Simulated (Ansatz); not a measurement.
**CH₅FGeOSi: one species, many methods**

The task here is to estimate one member of a computed series from the others.

The runs use Ansatz 0.2.0, Gaussian basis; functionals in def2-TZVPP, the program's frozen cores in correlated methods.

Plan: LDA (SPW92), PBE-D4, revPBE-D4, BLYP-D4, r2SCAN-D4, B97M-V, PBE0-D4, B3LYP-D4, r2SCANh-D4, r2SCAN0-D4, HSE06-D4, BHLYP-D4, CAM-B3LYP-D4, LC-ωPBE, ωB97X-V, ωB97M-V, B2PLYP, PBE-QIDH; CCSD(T)/def2-SVP; CCSD(T)/def2-TZVPP; MP2/def2-QZVPP; extrapolation to the limit; RPA on PBE.

## Structure used throughout

All runs share one geometry, relaxed beforehand with PBE0-D4 in a triple-zeta def2 set.

SMILES `F[C@H]1O[Si@H]1[GeH3]`, 10 atoms, charge 0, spin multiplicity 1.

Atoms are counted from 1 here; the program's logs count them from 0.

Bond lengths: F1–C2 1.362 Å, C2–O3 1.409 Å, C2–Si4 1.827 Å, C2–H6 1.089 Å, O3–Si4 1.694 Å, Si4–Ge5 2.369 Å, Si4–H7 1.485 Å, Ge5–H8 1.531 Å, Ge5–H9 1.536 Å, Ge5–H10 1.537 Å. Angles: F1–C2–O3 112.7°, F1–C2–Si4 120.8°, F1–C2–H6 109.2°, O3–C2–Si4 61.5°, O3–C2–H6 114.0°, Si4–C2–H6 127.3°, C2–O3–Si4 71.5°, C2–Si4–O3 47.0°, C2–Si4–Ge5 120.7°, C2–Si4–H7 120.4°, O3–Si4–Ge5 116.2°, O3–Si4–H7 114.1°, Ge5–Si4–H7 117.4°, Si4–Ge5–H8 109.3°, Si4–Ge5–H9 109.8°, Si4–Ge5–H10 108.9°, H8–Ge5–H9 110.0°, H8–Ge5–H10 110.1° and more.

The first run:

The input, in.yaml:

```yaml
crystal:
  periodic: [false, false, false]
  atoms:
    - {symbol: F, position_ang: [0.188251, -1.947059, 1.381730]}
    - {symbol: C, position_ang: [-0.524149, -1.778143, 0.233621]}
    - {symbol: O, position_ang: [-1.579512, -0.856398, 0.379414]}
    - {symbol: Si, position_ang: [-0.443391, -0.206671, -0.695319]}
    - {symbol: Ge, position_ang: [0.838793, 1.612958, 0.114006]}
    - {symbol: H, position_ang: [-0.834484, -2.752420, -0.142285]}
    - {symbol: H, position_ang: [-0.910025, -0.141294, -2.103634]}
    - {symbol: H, position_ang: [1.365920, 1.277162, 1.511913]}
    - {symbol: H, position_ang: [-0.030304, 2.878266, 0.169896]}
    - {symbol: H, position_ang: [2.011999, 1.862400, -0.846342]}
basis:
  gaussian: {orbitals: def2-TZVPP}
hamiltonian: {xc: lda}
output: {orbitals: {seedname: orbitals}}
```

Among the steps run: LDA; PBE-D4 (GGA); revPBE-D4 (GGA); BLYP-D4 (GGA); r2SCAN-D4 (meta-GGA); B97M-V (meta-GGA); PBE0-D4 (hybrid); B3LYP-D4 (hybrid); r2SCANh-D4 (hybrid); r2SCAN0-D4 (hybrid); HSE06-D4 (hybrid); BHLYP-D4 (hybrid); CAM-B3LYP-D4 (range-separated); LC-ωPBE (range-separated); ωB97X-V (range-separated); ωB97M-V (range-separated); B2PLYP (double hybrid); PBE-QIDH (double hybrid).

One of the session's tables, all rows but one given; the rest of the session is left out.

It belongs to the step «Orbital energies across the functionals». 

| functional | HOMO (eV) | gap (eV) |
| --- | --- | --- |
| LDA (SPW92) | -6.36 | 4.25 |
| PBE-D4 | -6.20 | 4.28 |
| revPBE-D4 | -6.14 | 4.30 |
| BLYP-D4 | ? | ? |
| r2SCAN-D4 | -6.45 | 4.70 |
| B97M-V | -6.52 | 4.69 |
| PBE0-D4 | -7.48 | 6.34 |
| B3LYP-D4 | -7.28 | 5.94 |
| r2SCANh-D4 | -6.93 | 5.46 |
| r2SCAN0-D4 | -7.65 | 6.60 |
| HSE06-D4 | -7.08 | 5.57 |
| BHLYP-D4 | -8.69 | 8.41 |
| CAM-B3LYP-D4 | -8.85 | 8.74 |
| LC-ωPBE | -10.15 | 11.14 |
| ωB97X-V | -9.81 | 10.69 |
| ωB97M-V | -9.69 | 10.36 |

Q: Estimate the row for BLYP-D4 from the others.

Worked estimate for «HOMO (eV)». Against the share of exact exchange, B3LYP-D4 (0.2, -7.28), BHLYP-D4 (0.5, -8.69) give a slope of -4.70 per unit share; at 0 the line stands at -6.34.

**Answer.** HOMO (eV): -6.09; gap (eV): 4.29. In «HOMO (eV)» the line misses by -0.25.
